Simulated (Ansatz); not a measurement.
Working through a relaxation of cell and ions of TiO2, space group R-3m

Computed with Ansatz 0.2.0 through its Python package.

Contents of `tio2.cif`:
```cif
data_TiO2
_cell_length_a 7.192447
_cell_length_b 7.192447
_cell_length_c 7.192447
_cell_angle_alpha 24.03156
_cell_angle_beta 24.03156
_cell_angle_gamma 24.03156
_symmetry_space_group_name_H-M 'P 1'
_symmetry_Int_Tables_number 1
loop_
_symmetry_equiv_pos_as_xyz
'x, y, z'
loop_
_atom_site_label
_atom_site_type_symbol
_atom_site_fract_x
_atom_site_fract_y
_atom_site_fract_z
Ti1 Ti    0.000000    0.000000    0.000000
O2 O    0.620467    0.620467    0.620467
O3 O    0.379533    0.379533    0.379533
```

The cells in order, each with its output:

**Cell 1**
```python
import ansatz as az
from ase import Atoms
from ase.data import atomic_numbers
from ase.io import write
from ase.io import read
import numpy as np
import spglib
```

**Cell 2**
```python
def edges_and_angles(cell):
    cell = np.asarray(cell)
    a, b, c = np.linalg.norm(cell, axis=1)
    cosines = cell[1] @ cell[2] / (b * c), cell[0] @ cell[2] / (a * c), cell[0] @ cell[1] / (a * b)
    return (a, b, c, *np.degrees(np.arccos(cosines)))
```

**Cell 3**
```python
atoms = read("tio2.cif")
system = az.Crystal.from_ase(atoms)
```

**Cell 4**
```python
[site.symbol for site in system.resolved().sites]
```
Output:
```text
['Ti', 'O', 'O']
```

**Cell 5**
```python
# part of the cell is held
setup = system.calculation()
setup = setup.basis(530).functional(az.Functional.R2SCAN)
setup = setup.kpoints(8, 8, 8)
setup = setup.occupations("Fixed")
setup = setup.relax(force_tolerance=0.02, fix_cell=["a", "angles"], stress_tolerance=0.05)
setup = setup.band_table()
setup = setup.density()
steps = []
```

**Cell 6**
```python
def collect(event):
    if event["event"] == "relax_step":
        steps.append(event["data"])
```

**Cell 7**
```python
out = setup.session().plan().execute(on_event=collect)
data = out.report
```
Output:
```text
DeckWarning: crystal.symmetry: narrowed to the stabiliser of the fixed cell quantities (relax.cell.fix) — unitary ops 12 → 4. The narrowing is safe, since a smaller group never makes results wrong: the run goes on under it, on as many k-points as the starting [...]
```

**Cell 8**
```python
type(out).__name__, type(data).__name__
```
Output:
```text
('RunOutcome', 'dict')
```

**Cell 9**
```python
{key: value for key, value in data.items() if isinstance(value, (int, float)) and "ev" in key}
```
Output:
```text
{'gap_by_band_count_ev': 3.1344294594810274,
 'fermi_energy_ev': 1.137659522482368,
 'harris_foulkes_ev': -3645.787097661557,
 'scf_correction_max_component_ev_ang': 3.845830570055136e-06,
 'free_energy_ev': -3645.7870976616296,
 'internal_energy_ev': -3645.7870976616296,
 'lagrangian_ev': -3645.7870976616296,
 'energy_sigma0_ev': -3645.7870976616296,
 'lagrangian_sigma0_ev': -3645.7870976616296,
 'entropy_ts_ev': 0.0,
 'loop_fermi_energy_ev': 1.1376595224822466,
 'occupations_fermi_energy_ev': 1.137659522482368}
```

**Cell 10**
```python
data["n_iterations"], data["closed_by"]
```
Output:
```text
(6, 'deck_thresholds')
```

**Cell 11**
```python
print("step   energy (eV)     max comp. (eV/A)   P (GPa)  SCF")
for s in steps:
    print(f"{s['step']:4d} {s['lagrangian_ev']:15.5f} {s['allowed_force_max_ev_ang']:12.4f} {s['pressure_gpa']:10.3f} {s['n_scf']:5d}")

first, last = steps[0], steps[-1]
symbols = [site.symbol for site in out.lattice.sites]
print(f"energy gained {first['lagrangian_ev'] - last['lagrangian_ev']:.4f} eV in {len(steps) - 1} steps")
for label, vectors in (("before", first["cell_ang"]), ("after", out.lattice.cell_ang)):
    print(label, "a b c (A) {:.4f} {:.4f} {:.4f}  angles {:.2f} {:.2f} {:.2f}".format(*edges_and_angles(vectors)), f" V = {abs(np.linalg.det(vectors)):.3f} A^3")
print("final stress xx yy zz (GPa, compression positive):", np.round(np.diag(data["stress_gpa"]), 3) + 0.0)

relaxed = Atoms(symbols, positions=[site.position_ang for site in out.lattice.sites], cell=out.lattice.cell_ang, pbc=True)
write("relaxed.extxyz", relaxed, format="extxyz")
```
Output:
```text
step   energy (eV)     max comp. (eV/A)   P (GPa)  SCF
   1     -3645.77276       0.4308     -3.391     9
   2     -3645.78490       0.0867     -1.425     6
   3     -3645.78719       0.0338     -0.414     6
   4     -3645.78755       0.0137     -0.238     6
   5     -3645.78759       0.0003     -0.250     5
   6     -3645.78710       0.0004     -0.248     6
energy gained 0.0143 eV in 5 steps
before a b c (A) 7.1924 7.1924 7.1924  angles 24.03 24.03 24.03  V = 54.222 A^3
after a b c (A) 7.1924 7.1250 7.1250  angles 24.03 24.03 24.03  V = 53.210 A^3
final stress xx yy zz (GPa, compression positive): [-0.096 -0.619 -0.029]
```

**Cell 12**
```python
fractions = [site.position_frac for site in out.lattice.sites]
numbers = [atomic_numbers[s] for s in symbols]
for tolerance in (1e-3, 1e-2, 1e-1):
    print(f"space group at {tolerance} A:", spglib.get_spacegroup((out.lattice.cell_ang, fractions, numbers), symprec=tolerance))
```
Output:
```text
space group at 0.001 A: C2/m (12)
space group at 0.01 A: C2/m (12)
space group at 0.1 A: C2/m (12)
```

**Cell 13**
```python
change = np.array(last["positions_ang"]) @ np.linalg.inv(last["cell_ang"]) - np.array(first["positions_ang"]) @ np.linalg.inv(first["cell_ang"])
moved = np.linalg.norm(change @ np.array(last["cell_ang"]), axis=1)
print("displacement within the cell, strain taken out (A):", " ".join(f"{s}:{d:.3f}" for s, d in zip(symbols, moved)))
```
Output:
```text
displacement within the cell, strain taken out (A): Ti:0.000 O:0.026 O:0.026
```

**Cell 14**
```python
energy = data["free_energy_ev"]
print("F of the TiO2 cell: {:.6f} eV = {:.6f} Ry = {:.6f} Ha".format(energy, energy / 13.605693, energy / 27.211386))
print("Fermi level {:.4f} eV, {} k-points, {} symmetry operations".format(data["fermi_energy_ev"], data["n_kpoints"], data["n_symmetry_ops"]))
```
Output:
```text
F of the TiO2 cell: -3645.787098 eV = -267.960412 Ry = -133.980206 Ha
Fermi level 1.1377 eV, 150 k-points, 4 symmetry operations
```

**Cell 15**
```python
# band edges over the mesh points; the true edges can lie between them
levels = np.array(data["eigenvalues_ev"])
filled = round(data["n_electrons"] / 2)
top, bottom = levels[:, filled - 1], levels[:, filled]
print("top of band", filled, "at k =", data["kpoints_frac"][top.argmax()], f"{top.max():.4f} eV")
print("bottom of band", filled + 1, "at k =", data["kpoints_frac"][bottom.argmin()], f"{bottom.min():.4f} eV")
print(f"gap by band count {bottom.min() - top.max():.3f} eV, least direct gap {(bottom - top).min():.3f} eV")
```
Output:
```text
top of band 12 at k = [0.0, 0.125, -0.125] 1.1377 eV
bottom of band 13 at k = [0.25, 0.25, 0.25] 4.2721 eV
gap by band count 3.134 eV, least direct gap 3.307 eV
```

**Cell 16**
```python
rho = out.density()
total = sum(ch.density_e_per_ang3 for ch in rho.channels[:2]) if len(rho.channels) < 3 else rho.channels[0].density_e_per_ang3
print("grid", rho.dims, "electrons", round(float(total.mean() * rho.cell_volume_ang3), 4))
profile = total.mean(axis=(1, 2))
print("planar average along grid axis 0 (e/A^3):")
print(np.array2string(profile[:: max(len(profile) // 16, 1)], precision=4))
```
Output:
```text
grid (24, 54, 24) electrons 24.0
planar average along grid axis 0 (e/A^3):
[0.5559 0.5444 0.511  0.4625 0.4139 0.3834 0.3801 0.3991 0.4263 0.4488
 0.462  0.4683 0.4702 0.4683 0.462  0.4488 0.4263 0.3991 0.3801 0.3834
 0.4139 0.4625 0.511  0.5444]
```

It writes `relaxed.extxyz`:
```text
3
Lattice="7.191902960105329 -0.07603035044602054 -0.04522218535485247 6.5375554190157 2.832615622352923 -0.04101125804113903 6.537555419015701 1.3161080011260968 2.508635668377499" Properties=species:S:1:pos:R:3 pbc="T T T"
Ti      -0.00000000       0.00000000       0.00000000
O       12.58860646       2.50821380       1.49186356
O        7.67840734       1.56447947       0.93053866
```

Absolute energies stand on the zero of these potentials, so only differences at equal settings mean something. A total without «per atom» is that of the whole cell that was run. Spin is left out of this run. Semilocal gaps usually lie well under measured ones. Part of the cell is held or a pressure is applied, so the end point needn't be the zero-pressure lattice. The Fermi level of a run with fixed occupations marks the highest occupied state on its mesh, not mid-gap. The zero of the levels is a convention of the potentials, so an absolute Fermi energy is no work function. Energies along a relaxation are free energies. Rows at an unchanged volume are solved on a plane-wave basis chosen afresh for that cell, so the energy can jump there; the script counts such rows among its steps. Edges and angles are those of the cell as typed, here a primitive one, not of the conventional cell. The cell relaxed to the group C2/m; tensors and edges are in the axes of the typed cell. The fields are valence quantities on the plane-wave grid; their values near the nuclei depend on the potentials. The structure comes from a database of computed cells and needn't be a stable or known phase. Gaps and levels are Kohn-Sham values on a finite set of k-points. Warnings are shown shortened and without file and line. Timing: 2.5 min on 1 thread of Arm Neoverse V2, on a shared host, peak memory 0.74 GiB.
